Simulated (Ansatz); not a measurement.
# GaSiH3F2 (SMILES [F][Ga]([F])[SiH3]) at SVWN5/6-31G(d) (spherical functions)

What is the vertical ionisation energy of GaSiH3F2 at SVWN5/6-31G* (spherical functions)? 

Program for the calculation: Ansatz 0.2.0.

78 further runs of the same task are left out: 1 that didn't finish, 77 set aside as unsound or not needed. Runs told in other sessions of the task aren't counted.

## Step 1: The molecule

GaSiH3F2: 7 atoms, total charge 0, spin state singlet. As SMILES, `[F][Ga]([F])[SiH3]`. The coordinates come from a PBE0-D4/def2-TZVP relaxation.

Bond lengths: F1–Ga2 1.750 Å, Ga2–F3 1.749 Å, Ga2–Si4 2.387 Å, Si4–H5 1.483 Å, Si4–H6 1.483 Å, Si4–H7 1.484 Å. Angles: F1–Ga2–F3 110.4°, F1–Ga2–Si4 124.5°, F3–Ga2–Si4 125.2°, Ga2–Si4–H5 109.3°, Ga2–Si4–H6 108.8°, Ga2–Si4–H7 107.8°, H5–Si4–H6 110.6°, H5–Si4–H7 110.2°, H6–Si4–H7 110.0°.

## Step 2: A single-point energy at SVWN5/6-31G(d) (spherical functions)

Input file molecule.yaml:

```yaml
crystal:
  periodic: [false, false, false]
  atoms:
    - {symbol: F, position_ang: [0.337700, -1.716900, 2.042000]}
    - {symbol: Ga, position_ang: [0.749800, -0.872200, 0.566000]}
    - {symbol: F, position_ang: [2.304600, -1.409500, -0.029300]}
    - {symbol: Si, position_ang: [-0.636100, 0.761900, -0.486900]}
    - {symbol: H, position_ang: [0.191200, 1.594100, -1.392900]}
    - {symbol: H, position_ang: [-1.267600, 1.599600, 0.561500]}
    - {symbol: H, position_ang: [-1.679500, 0.043100, -1.260400]}
basis:
  gaussian: {orbitals: 6-31G_st_-spherical.json}
output: {orbitals: {seedname: orbitals}}
hamiltonian: {xc: {name: SVWN5}}
accuracy: high
```

The basis set 6-31G* is read from a file made from the Basis Set Exchange's data (not shown).

Run with:

```bash
$ ansatz run molecule.yaml --threads 1 --pin off --max-ram 3480MiB --events-out events.jsonl --progress --plain --runs-dir runs
```

What it wrote:

```text
Warning: RAYON_NUM_THREADS=1 ignored (pool sized by the plan → 1); use --threads N
Functional definition: SVWN5
  name "SVWN5"
  exchange = slater_x
  correlation = vwn5_c
1770 factors; integrals over basis functions are off by at most 5.7e-9 eV
mean field evaluation 1: about -65578.8030 eV, gradient 5.5e1 eV
mean field evaluation 2: about -65544.9667 eV, gradient 1.5e2 eV
mean field evaluation 4: about -65583.2886 eV, gradient 7.8e0 eV
mean field evaluation 8: about -65583.3592 eV, gradient 5.3e-1 eV
mean field evaluation 16: about -65583.3598 eV, gradient 2.8e-5 eV
mean field -65583.35975855 eV, -2410.1440171289 hartree, gradient 4.2e-8 eV, S^2 0.000000; 0 other end points of the search recorded, 0 dependent functions left out
reference -65583.35976309 eV, -2410.1440172956 hartree; 33, 33 occupied and 51, 51 virtual orbitals, 1770 factors
Total energy: -65583.35976309 eV, -2410.1440172956 hartree
```

Run time: 7.8 s. Hardware: 1 thread of Arm Neoverse N1, shared host; peak memory 0.2 GiB.

## Step 3: The doublet cation, same level

Input file job.yaml:

```yaml
crystal:
  periodic: [false, false, false]
  atoms:
    - {symbol: F, position_ang: [0.337700, -1.716900, 2.042000]}
    - {symbol: Ga, position_ang: [0.749800, -0.872200, 0.566000]}
    - {symbol: F, position_ang: [2.304600, -1.409500, -0.029300]}
    - {symbol: Si, position_ang: [-0.636100, 0.761900, -0.486900]}
    - {symbol: H, position_ang: [0.191200, 1.594100, -1.392900]}
    - {symbol: H, position_ang: [-1.267600, 1.599600, 0.561500]}
    - {symbol: H, position_ang: [-1.679500, 0.043100, -1.260400]}
basis:
  gaussian: {orbitals: 6-31G_st_-spherical.json}
total_charge: 1
magnetization: {spin_polarized: true, initial_magnetization: 1}
hamiltonian: {xc: {name: SVWN5}}
accuracy: high
output: {orbitals: {seedname: orbitals}}
```

The basis set 6-31G* is read from a file made from the Basis Set Exchange's data (not shown).

Run with:

```bash
$ ansatz run job.yaml --threads 1 --pin off --max-ram 3480MiB --events-out events.jsonl --progress --plain --runs-dir runs
```

What it wrote:

```text
Warning: RAYON_NUM_THREADS=1 ignored (pool sized by the plan → 1); use --threads N
[... 4 set-up lines as earlier in the session ...]
1769 factors; integrals over basis functions are off by at most 5.7e-9 eV
mean field evaluation 1: about -65556.3270 eV, gradient 6.9e1 eV
mean field evaluation 2: about -65148.3825 eV, gradient 2.6e2 eV
mean field evaluation 4: about -65557.0279 eV, gradient 5.3e1 eV
mean field evaluation 8: about -65572.3700 eV, gradient 2.0e0 eV
mean field evaluation 16: about -65572.3881 eV, gradient 7.6e-3 eV
mean field evaluation 32: about -65571.0977 eV, gradient 7.9e0 eV
mean field -65572.38808112 eV, -2409.7408154200 hartree, gradient 3.6e-8 eV, S^2 0.751242; 8 other end points of the search recorded, 0 dependent functions left out
reference -65572.38808582 eV, -2409.7408155929 hartree; 33, 32 occupied and 51, 52 virtual orbitals, 1769 factors
Total energy: -65572.38808582 eV, -2409.7408155929 hartree
```

Wall time 15 s (1 thread of Arm Neoverse N1, shared host); peak memory 0.25 GiB.

## Step 4: Outcome

At SVWN5/6-31G* (spherical functions):

| quantity | value |
| --- | --- |
| singlet GaSiH3F2: total energy | -2410.14402 Eh |
| singlet GaSiH3F2: HOMO energy | -7.76 eV |
| singlet GaSiH3F2: LUMO energy | -2.48 eV |
| singlet GaSiH3F2: HOMO–LUMO gap | 5.28 eV |
| doublet cation: total energy | -2409.74082 Eh |
| doublet cation: HOMO energy (highest over α and β) | -14.83 eV |
| doublet cation: LUMO energy (lowest over α and β) | -14.20 eV |
| doublet cation: ⟨S²⟩ | 0.751 |
| vertical ionisation energy (to the doublet cation) | 10.972 eV |

What this shows: The vertical ionisation energy comes to 10.97 eV (253 kcal/mol). −ε(HOMO) before ionisation, 7.76 eV, is 3.21 eV below this ionisation energy.
